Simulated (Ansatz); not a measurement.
**CH8ClNSi2: basis-set convergence**

The task here is to estimate one member of a computed series from the others.

The runs use Ansatz 0.2.0, Gaussian basis; one geometry, several basis sets.

Levels to be run: PBE0-D4/def2-SVP; ωB97M-V/def2-SVP; PBE0-D4/def2-QZVPP; ωB97M-V/def2-QZVPP; the functionals' def2-TZVPP values are taken from earlier runs.

### Structure used throughout

All runs share one geometry, relaxed beforehand with PBE0-D4 in a triple-zeta def2 set.

SMILES `[SiH3]NC[SiH2]Cl`, 13 atoms, charge 0, spin multiplicity 1.

Atoms are counted from 1 here; the program's logs count them from 0.

Bond lengths: Si1–N2 1.721 Å, Si1–H6 1.487 Å, Si1–H7 1.485 Å, Si1–H8 1.494 Å, N2–C3 1.456 Å, N2–H9 1.008 Å, C3–Si4 1.875 Å, C3–H10 1.095 Å, C3–H11 1.098 Å, Si4–Cl5 2.062 Å, Si4–H12 1.485 Å, Si4–H13 1.481 Å. Angles: N2–Si1–H6 108.4°, N2–Si1–H7 107.2°, N2–Si1–H8 114.4°, H6–Si1–H7 111.0°, H6–Si1–H8 107.1°, H7–Si1–H8 108.7°, Si1–N2–C3 123.3°, Si1–N2–H9 118.3°, C3–N2–H9 113.8°, N2–C3–Si4 106.6°, N2–C3–H10 109.4°, N2–C3–H11 113.8°, Si4–C3–H10 108.2°, Si4–C3–H11 112.5°, H10–C3–H11 106.2°, C3–Si4–Cl5 111.3°, C3–Si4–H12 109.1°, C3–Si4–H13 110.4° and more.

Set-up of the first run:

in.yaml

```yaml
crystal:
  periodic: [false, false, false]
  atoms:
    - {symbol: Si, position_ang: [-2.068093, -0.412924, 0.608658]}
    - {symbol: N, position_ang: [-0.527830, -0.573054, -0.141806]}
    - {symbol: C, position_ang: [0.706279, -0.076770, 0.450877]}
    - {symbol: Si, position_ang: [1.695958, 0.695782, -0.942178]}
    - {symbol: Cl, position_ang: [3.582213, 1.237526, -0.308427]}
    - {symbol: H, position_ang: [-2.286184, 1.022403, 0.929498]}
    - {symbol: H, position_ang: [-3.082183, -0.903074, -0.358864]}
    - {symbol: H, position_ang: [-2.215298, -1.174776, 1.884773]}
    - {symbol: H, position_ang: [-0.390847, -1.326747, -0.796713]}
    - {symbol: H, position_ang: [0.471092, 0.707027, 1.178625]}
    - {symbol: H, position_ang: [1.274109, -0.840988, 0.996821]}
    - {symbol: H, position_ang: [1.849291, -0.296258, -2.036562]}
    - {symbol: H, position_ang: [1.011791, 1.907055, -1.449904]}
basis:
  gaussian: {orbitals: def2-SVP}
hamiltonian: {xc: pbe0, dispersion: d4}
output: {orbitals: {seedname: orbitals}}
```

Command:

```bash
$ ansatz run in.yaml --threads 4 --pin off --events-out ev --progress --plain --max-ram 10444MiB
```

Steps of the session up to this table: PBE0-D4 in def2-SVP; ωB97M-V in def2-SVP; PBE0-D4 in def2-QZVPP; ωB97M-V in def2-QZVPP.

One of the session's tables, all rows but one given; the rest of the session is left out.

It belongs to the step «Density functionals: the series». 

| functional | basis | HOMO (eV) | LUMO (eV) |
| --- | --- | --- | --- |
| PBE0-D4 | def2-SVP | -6.88 | 0.36 |
| PBE0-D4 | def2-TZVPP | -6.99 | -0.10 |
| PBE0-D4 | def2-QZVPP | -7.02 | -0.26 |
| ωB97M-V | def2-SVP | -9.13 | 2.24 |
| ωB97M-V | def2-TZVPP | -9.27 | 1.55 |
| ωB97M-V | def2-QZVPP | ? | ? |

**Question.** Estimate the row for ωB97M-V, def2-QZVPP.

**Answer.** HOMO (eV): -9.29; LUMO (eV): 1.18. In the column «HOMO (eV)» it is the lowest.
